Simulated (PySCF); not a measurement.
**UTPSSh/cc-pVDZ run of C2H6BFN (SMILES NB[CH]CF)**

What is the vertical ionisation energy of C2H6BFN at UTPSSh/cc-pVDZ? The job is set up through a Python script.

The calculation is run with PySCF 2.14.0.

**1. Starting point**

C2H6BFN has 11 atoms, charge 0, and is taken as a doublet. SMILES: `NB[CH]CF`. Geometry: relaxed at GFN2-xTB. This is one conformer, not always the lowest.

Bond lengths: N1–B2 1.399 Å, B2–C3 1.519 Å, C3–C4 1.476 Å, C4–F5 1.373 Å, N1–H6 1.005 Å, N1–H7 1.006 Å, B2–H8 1.170 Å, C3–H9 1.084 Å, C4–H10 1.103 Å, C4–H11 1.103 Å. Some angles: N1–B2–C3 118.1°, B2–C3–C4 126.8°, C3–C4–F5 113.7°, N1–B2–H8 118.9°, C3–B2–H8 122.9°, B2–N1–H6 123.7°, B2–N1–H7 123.2°, B2–C3–H9 121.8°, C4–C3–H9 111.5°, C3–C4–H10 111.6°.

**2. The energy at UTPSSh/cc-pVDZ**

job.py

```python
from pyscf import gto, dft

system = gto.M(
    atom='''
N     -3.723479    -0.602785     1.367538
B     -1.384867    -1.199428     0.286331
C      0.548285     0.902722    -0.004195
C      3.101702     0.681586    -1.104469
F      3.662648    -1.698618    -1.973176
H     -5.111104    -1.869506     1.639205
H     -4.184893     1.146081     1.953315
H     -1.000704    -3.281453    -0.349524
H      0.165011     2.813953     0.624328
H      3.349105     1.961007    -2.731372
H      4.578277     1.146421     0.292019
''',
    unit='bohr',
    spin=1,
    max_memory=1860,
    verbose=3,
    basis='cc-pvdz',
)

calc0 = dft.UKS(system, xc='tpssh')
calc0.grids.level = 4
calc0.conv_tol = 1e-10
calc0.kernel()
if not calc0.converged:
    calc0 = calc0.newton().run(calc0.mo_coeff, calc0.mo_occ)

etot = calc0.e_tot
print('E = %.10f Eh' % etot)
```

Run with:

```console
$ OMP_NUM_THREADS=1 python job.py
```

The program printed:

```text
WARN: HOMO -0.22356491809096 >= LUMO -0.223564918090959

converged SCF energy = -259.279644848287  <S^2> = 0.75601819  2S+1 = 2.0060092
E = -259.2796448483 Eh
```

Run time: 84 s. Hardware: 1 thread of Arm Neoverse V2, shared host; peak memory 0.58 GiB.

**3. The singlet cation**

input.py

```python
from pyscf import gto, dft

mol = gto.M(
    atom=[
    ('N', (-1.970380, -0.318980, 0.723670)),
    ('B', (-0.732840, -0.634710, 0.151520)),
    ('C', (0.290140, 0.477700, -0.002220)),
    ('C', (1.641350, 0.360680, -0.584460)),
    ('F', (1.938190, -0.898870, -1.044160)),
    ('H', (-2.704680, -0.989300, 0.867430)),
    ('H', (-2.214550, 0.606480, 1.033650)),
    ('H', (-0.529550, -1.736470, -0.184960)),
    ('H', (0.087320, 1.489080, 0.330380)),
    ('H', (1.772270, 1.037720, -1.445380)),
    ('H', (2.422720, 0.606660, 0.154530)),
],
    verbose=4,
    charge=1,
    max_memory=1860,
    spin=0,
    basis='cc-pvdz',
)

calc0 = dft.RKS(mol, xc='tpssh')
calc0.conv_tol = 1e-10
calc0.grids.level = 4
calc0.kernel()
if not calc0.converged:
    calc0 = calc0.newton().run(calc0.mo_coeff, calc0.mo_occ)

e_final = calc0.e_tot
print('E = %.10f Eh' % e_final)
```

Run with:

```console
$ OMP_NUM_THREADS=1 python input.py
```

The program printed:

```text
PySCF version 2.14.0

[... 82 lines left out ...]
converged SCF energy = -258.979973408248
E = -258.9799734082 Eh
```

Run time: 41 s. Hardware: 1 thread of Arm Neoverse V2, shared host; peak memory 0.56 GiB.

**4. Summary of results**

Level: UTPSSh/cc-pVDZ.

| quantity | value |
| --- | --- |
| doublet C2H6BFN: total energy | -259.27964 Eh |
| doublet C2H6BFN: dipole moment | 3.09 D |
| doublet C2H6BFN: HOMO energy (highest over α and β) | -5.38 eV |
| doublet C2H6BFN: LUMO energy (lowest over α and β) | -2.53 eV |
| doublet C2H6BFN: ⟨S²⟩ | 0.756 |
| singlet cation: total energy | -258.97997 Eh |
| singlet cation: HOMO energy | -13.92 eV |
| singlet cation: LUMO energy | -10.78 eV |
| singlet cation: HOMO–LUMO gap | 3.13 eV |
| vertical ionisation energy (to the singlet cation) | 8.154 eV |

**Reading.** Removing an electron at fixed nuclei costs 8.15 eV (787 kJ/mol). Only the singlet of the ionised species was computed; a triplet could lie lower. Mulliken charges (doublet C2H6BFN) run from -0.24 on F5 to +0.25 on C4.
